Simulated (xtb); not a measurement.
# ZrBr4 (SMILES [Br][Zr]([Br])([Br])[Br]): GFN2-xTB

Wanted: a structure relaxation of ZrBr4. 

The results are computed with xtb 6.7.1 later snapshot.

## 1. The system as given

The species is ZrBr4 (5 atoms), meant as a singlet with charge 0. As SMILES, `[Br][Zr]([Br])([Br])[Br]`. Geometry: a GFN2-xTB relaxation, a rough one for these elements and not checked as a minimum. The run starts from this shape.

Bond lengths: Br1–Zr2 2.484 Å, Zr2–Br3 2.485 Å, Zr2–Br4 2.485 Å, Zr2–Br5 2.485 Å. Angles: Br1–Zr2–Br3 109.5°, Br1–Zr2–Br4 109.4°, Br1–Zr2–Br5 109.6°, Br3–Zr2–Br4 109.4°, Br3–Zr2–Br5 109.4°, Br4–Zr2–Br5 109.6°.

## 2. A geometry optimisation at GFN2-xTB

The input, input.inp:

```
$chrg 0
$spin 0
$end
```

The input, mol.xyz:

```xyz
5

Br    -1.23840000    -0.67352000     2.04568000
Zr    -0.00082000     0.00137000     0.00014000
Br     2.37158000    -0.71101000     0.19363000
Br    -1.02933000    -1.08732000    -1.98243000
Br    -0.10302000     2.47049000    -0.25702000
```

Run with:

```
$ xtb mol.xyz --gfn 2 -I input.inp -o vtight -P 1 > mol.out
```

What values should one expect? Wanted: total energy at the end; dipole moment; HOMO energy; LUMO energy; HOMO–LUMO gap; dispersion energy; mean polarisability.

**Answer.** As computed:

Level: GFN2-xTB.

| quantity | value |
| --- | --- |
| total energy at the end | -18.23921 Eh |
| dipole moment | 0.02 D |
| HOMO energy | -12.32 eV |
| LUMO energy | -9.84 eV |
| HOMO–LUMO gap | 2.48 eV |
| dispersion energy | -16.53 kJ/mol |
| mean polarisability (D4 model) | 113.6 bohr³ |

At the final geometry: Bond lengths: Br1–Zr2 2.484 Å, Zr2–Br3 2.485 Å, Zr2–Br4 2.485 Å, Zr2–Br5 2.485 Å. Angles: Br1–Zr2–Br3 109.5°, Br1–Zr2–Br4 109.4°, Br1–Zr2–Br5 109.6°, Br3–Zr2–Br4 109.4°, Br3–Zr2–Br5 109.4°, Br4–Zr2–Br5 109.6°.
